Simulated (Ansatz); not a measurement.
# CsLu: the cost of one run

Program: Ansatz 0.2.0. Level of theory: DFT PBE, scalar-relativistic, plane waves, PAW. These are calculated values, not measurements.

1 further run of the same task is left out (it didn't finish).

### 1 The system as given

It takes space group P4/nmm (No. 129, tetragonal). The conventional cell has a = 3.811 Å, b = 3.811 Å, c = 11.144 Å, α = 90.00°, β = 90.00°, γ = 90.00°. Cs (site symmetry 4mm) is surrounded by 8 Cs at 3.81 to 3.90 Å and 4 Lu at 3.91 Å. Lu (site symmetry 4mm) is surrounded by 8 Lu at 3.78 to 3.81 Å and 4 Cs at 3.91 Å.

As a file:

```xyz
4
Lattice="3.8110 0.0000 0.0000 0.0000 3.8110 0.0000 0.0000 0.0000 11.1442" Properties=species:S:1:pos:R:3 pbc="T T T"
Cs    0.0000    1.9055    9.7349
Cs    1.9055    0.0000    1.4092
Lu    0.0000    1.9055    4.2478
Lu    1.9055    0.0000    6.8964
```

A structure generator made this guess: species swapped into a database cell of ZrCd (P4/nmm, No. 129), with Cs on the Zr sites and Lu on the Cd sites. Its size is a rough estimate.

### 2 Probe: one point on a coarse mesh

The input, input.yaml:

```yaml
crystal:
  lattice:
    - [3.8110206, 0.0, 0.0]
    - [0.0, 3.8110206, 0.0]
    - [0.0, 0.0, 11.14415348]
  atoms:
    - { symbol: Cs, position: [0.0, 0.5, 0.87354416] }
    - { symbol: Cs, position: [0.5, 0.0, 0.12645584] }
    - { symbol: Lu, position: [0.0, 0.5, 0.38116583] }
    - { symbol: Lu, position: [0.5, 0.0, 0.61883417] }
basis:
  ecutwfc: 420
kpoints:
  mp_grid: { grid: [4, 4, 2] }
hamiltonian:
  xc: pbe
scf:
  occupations: { method: gaussian, width: 0.1 }
  lower_state_search: "off"
output:
  forces: true
  stress: true
  eigenvalues: true
```

On the command line:

```console
$ ansatz run input.yaml --threads 1 --pin off --max-ram 2560MiB --backend cpu --events-out ev --progress --plain --runs-dir out
```

Q: Estimate wall time and peak memory on 1 thread of Intel Xeon at 2.50GHz (Skylake/Cascade Lake), shared host.

About 16 s, with a peak of 0.44 GiB.
